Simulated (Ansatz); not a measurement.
# Be5ZnSe6: the cost of one run

Computed with Ansatz 0.2.0 (DFT PBE, scalar-relativistic, plane waves, PAW, unless a step's input says otherwise).

## (1) The starting structure

Symmetry: P3m1, No. 156, trigonal system. The conventional cell has a = 3.731 Å, b = 3.731 Å, c = 18.280 Å, α = 90.00°, β = 90.00°, γ = 120.00°. Be (site symmetry 3m) has 4 Se at 2.29 Å as nearest neighbours. Around Zn (site symmetry 3m) lie 4 Se at 2.29 Å. Se (site symmetry 3m) is surrounded by 1 Zn at 2.29 Å and 3 Be at 2.29 Å. Se (site symmetry 3m) is surrounded by 3 Zn at 2.29 Å and 1 Be at 2.29 Å. Only part of the 12 independent sites is listed.

Structure file:

```xyz
12
Lattice="3.7314 0.0000 0.0000 -1.8657 3.2315 0.0000 0.0000 0.0000 18.2800" Properties=species:S:1:pos:R:3 pbc="T T T"
Be    0.0000    0.0000    0.0000
Be    1.8657    1.0772   12.1867
Be    0.0000    0.0000    9.1400
Be    0.0000    2.1543    6.0933
Be    1.8657    1.0772    3.0467
Zn    0.0000    2.1543   15.2334
Se    0.0000    2.1543   17.5184
Se    1.8657    1.0772   14.4717
Se    0.0000    0.0000   11.4250
Se    0.0000    2.1543    8.3783
Se    1.8657    1.0772    5.3317
Se    0.0000    0.0000    2.2850
```

The start is an ordering of an alloy on its end members' structure types: elements ordered on the sites of the BeSe type, Be/Zn on Be (P3m1, No. 156).

## (2) Probe: one point on a coarse mesh

input.yaml reads:

```yaml
crystal:
  lattice:
    - [3.73139649, 0.0, 0.0]
    - [-1.86569825, 3.23148416, 0.0]
    - [0.0, 0.0, 18.28003488]
  atoms:
    - { symbol: Be, position: [0.0, 0.0, 0.0] }
    - { symbol: Be, position: [0.66666667, 0.33333333, 0.66666667] }
    - { symbol: Be, position: [0.0, 0.0, 0.5] }
    - { symbol: Be, position: [0.33333333, 0.66666667, 0.33333333] }
    - { symbol: Be, position: [0.66666667, 0.33333333, 0.16666667] }
    - { symbol: Zn, position: [0.33333333, 0.66666667, 0.83333333] }
    - { symbol: Se, position: [0.33333333, 0.66666667, 0.95833333] }
    - { symbol: Se, position: [0.66666667, 0.33333333, 0.79166667] }
    - { symbol: Se, position: [0.0, 0.0, 0.625] }
    - { symbol: Se, position: [0.33333333, 0.66666667, 0.45833333] }
    - { symbol: Se, position: [0.66666667, 0.33333333, 0.29166667] }
    - { symbol: Se, position: [0.0, 0.0, 0.125] }
basis:
  ecutwfc: 420
kpoints:
  mp_grid: { grid: [6, 6, 1] }
hamiltonian:
  xc: pbe
scf:
  occupations: { method: gaussian, width: 0.1 }
  lower_state_search: "off"
output:
  forces: true
  stress: true
  eigenvalues: true
```

Started as:

```sh
$ ansatz run input.yaml --threads 1 --pin off --max-ram 2560MiB --backend cpu --events-out ev --progress --plain --runs-dir out
```

Q: Estimate wall time and peak memory on 1 thread of Arm Neoverse V2, shared host.

About 8 s, with a peak of 0.43 GiB.
